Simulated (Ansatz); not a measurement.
I need a check of forces and pressure against finite differences of In3Se (distorted cell). Use the Ansatz DFT code, driven from Python. Level of theory (first run): PBEsol, PAW, cutoff 540 eV, 3×4×4 k-points, Fermi-Dirac smearing of 0.1 eV.

```cif
data_structure
_symmetry_space_group_name_H-M 'P 1'
_symmetry_Int_Tables_number 1
_cell_length_a 4.9332
_cell_length_b 4.7996
_cell_length_c 4.6318
_cell_angle_alpha 90.287
_cell_angle_beta 87.604
_cell_angle_gamma 88.296
_cell_volume 109.52
loop_
_atom_site_label
_atom_site_type_symbol
_atom_site_fract_x
_atom_site_fract_y
_atom_site_fract_z
_atom_site_occupancy
In1 In 0.98114 0.47662 0.47765 1
In2 In 0.49076 0.00662 0.53311 1
In3 In 0.48892 0.52619 0.99262 1
Se1 Se 0.00812 0.00731 0.98224 1
```

The script, `fdcheck_in3se.py`:
```python
# -*- coding: utf-8 -*-
import ansatz
import numpy as np

XC = "pbesol"
CUTOFF = 540
MESH = (3, 4, 4)
SCF_TOL = 1e-09

vectors0 = np.array([
    [4.93165, 0.07248, 0.1],
    [0.07248, 4.79905, -0.01258],
    [0.1, -0.01258, 4.63068],
])
sites = [
    ("In", [0.98114, 0.47662, 0.47765]),
    ("In", [0.49076, 0.00662, 0.53311]),
    ("In", [0.48892, 0.52619, 0.99262]),
    ("Se", [0.00812, 0.00731, 0.98224]),
]


def build(cell):
    crystal = ansatz.Crystal(lattice=ansatz.Lattice.of(cell))
    for symbol, position in sites:
        crystal = crystal.atom(symbol, position)
    return crystal


def main():
    def solve(crystal):
        return (
            crystal.calculation()
            .functional(XC)
            .occupations(ansatz.OccupationsMethod.FERMI_DIRAC)
            .basis(CUTOFF, xc_grid=2)
            .kpoints(*MESH)
            .scf(tolerance=SCF_TOL)
            .forces()
            .stress()
            .run(threads=1)
        ).report


    centre = solve(build(vectors0))
    start = build(vectors0)
    print(f"force on atom 0 along x: analytic {centre['forces_ev_ang'][0][0]:.4f} eV/A")
    for h in (0.004, 0.016):
        shift = np.eye(3)[0] * h @ np.linalg.inv(vectors0)
        plus, minus = (solve(start.move(0, to=np.array(sites[0][1]) + sign * shift))["lagrangian_ev"] for sign in (1, -1))
        print(f"  step {h} A: numerical {-(plus - minus) / (2 * h):.4f} eV/A")
    volume = abs(np.linalg.det(vectors0))
    larger, smaller = (solve(build(vectors0 * (1 + sign * 0.005) ** (1 / 3)))["lagrangian_ev"] for sign in (1, -1))
    numerical = -(larger - smaller) / (0.01 * volume) * 160.21766
    print(f"pressure: analytic {np.trace(centre['stress_gpa']) / 3:.3f}, numerical {numerical:.3f} GPa")


if __name__ == "__main__":
    main()
```

Running `python fdcheck_in3se.py` prints:
```text
DeckWarning: output.stress: scf.convergence.dr2_threshold = 1e-9 eV is looser than the 4e-10 eV advised for a printed stress (1e-10 eV for each atom of the cell: 4). What an SCF threshold leaves in a [...]
force on atom 0 along x: analytic 0.0713 eV/A
  step 0.004 A: numerical 0.0713 eV/A
  step 0.016 A: numerical 0.0713 eV/A
pressure: analytic -1.985, numerical -1.984 GPa
```
(Warnings from the package without file and line, shortened.)

Caveats:
- The mesh is modest for a metal, so energies can be off by several to tens of meV an atom and pressures by half a GPa or more; differences at equal mesh fare better.
- Pressure is positive in compression.
- The cell is a database structure, distorted on purpose.
- The central difference errs as the square of the step, so the shorter step is the fairer test; what remains comes from the finite grid and the SCF threshold.
- Finished in 110 s on 1 thread of Arm Neoverse V1, with other jobs on the host, peak memory 0.46 GiB.
